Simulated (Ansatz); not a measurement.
# C2H3FGe: the cost of one run

Computed with Ansatz 0.2.0, Gaussian basis. Level: the settings change from run to run.

## 1. The relaxed structure

The structure was relaxed beforehand with PBE0-D4 in a triple-zeta def2 set.

SMILES `F[C]1=[CH][GeH2]1`, 7 atoms, charge 0, spin multiplicity 1.

Atoms are counted from 1 here; the program's logs count them from 0.

Bond lengths: F1–C2 1.321 Å, C2–C3 1.316 Å, C2–Ge4 1.894 Å, C3–Ge4 1.936 Å, C3–H5 1.082 Å, Ge4–H6 1.533 Å, Ge4–H7 1.533 Å. Angles: F1–C2–C3 135.4°, F1–C2–Ge4 153.0°, C3–C2–Ge4 71.7°, C2–C3–Ge4 68.2°, C2–C3–H5 139.9°, Ge4–C3–H5 151.9°, C2–Ge4–C3 40.2°, C2–Ge4–H6 121.0°, C2–Ge4–H7 121.0°, C3–Ge4–H6 120.4°, C3–Ge4–H7 120.4°, H6–Ge4–H7 114.1°.

## 2. B2PLYP/cc-pVTZ-DK

Options: unrestricted orbitals.

in.yaml reads:

```yaml
crystal:
  periodic: [false, false, false]
  atoms:
    - {symbol: F, position_ang: [-0.615421, -2.157431, 0.558927]}
    - {symbol: C, position_ang: [-0.191465, -0.946253, 0.243620]}
    - {symbol: C, position_ang: [0.983496, -0.362683, 0.139894]}
    - {symbol: Ge, position_ang: [-0.464185, 0.855934, -0.270406]}
    - {symbol: H, position_ang: [2.034383, -0.590955, 0.255466]}
    - {symbol: H, position_ang: [-0.904218, 1.910526, 0.751318]}
    - {symbol: H, position_ang: [-0.781291, 1.222963, -1.724519]}
basis:
  gaussian: {orbitals: cc-pVTZ-DK}
magnetization: {spin_polarized: true, initial_magnetization: 0}
hamiltonian: {xc: {name: B2PLYP}}
output: {forces: true}
```

Launch:

```console
> ansatz run in.yaml --threads 2 --pin off --events-out ev --progress --plain --max-ram 4352MiB
```

Q: Estimate wall time and peak memory on 2 threads of Intel Xeon Platinum 8488C, shared host.

About 15 s, with a peak of 0.92 GiB.
